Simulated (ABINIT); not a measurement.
A run of ABINIT 10.8.3 (patched build) is set up as follows.

Contents of run.abi:

```
# Pseudopotentials
pp_dirpath "./"
pseudos "Y.LDA_PW-JTH.xml, Li.LDA_PW-JTH.xml"

# Structure
acell 9.1712496725 9.1712496725 9.1712496725
rprim
     1.0000000000     0.0000000000     0.0000000000
     0.0000000000     1.0000000000     0.0000000000
     0.0000000000     0.0000000000     1.0000000000
ntypat 2
znucl 39 3
natom 4
typat 1 1 1 2
xred
     0.0000000000     0.5000000000     0.5000000000
     0.5000000000     0.0000000000     0.5000000000
     0.5000000000     0.5000000000     0.0000000000
     0.0000000000     0.0000000000     0.0000000000
chkprim 0
chksymtnons 0
tolsym 1.0e-6

# Plane-wave basis
ecut 13.0
pawecutdg 26.0

# k points
kptopt 1
ngkpt 4 4 4
nshiftk 1
shiftk 0.0 0.0 0.0

# Exchange and correlation
ixc 7

# Bands and occupations
nband 22
occopt 3
tsmear 0.00183747

# SCF cycle
nstep 100
tolvrs 1.0e-9

# Output
iomode 3
prtwf 0
prtden 0
prteig 0
prtebands 0
enunit 1
prtvol 2
```

Potentials or basis: JTH PAW LDA v2.0.

Run with:

```console
$ abinit run.abi > log 2>&1
```

**Question.** What does it give for the band gap on the k mesh?

**Answer.** None (metal or under the smearing width).
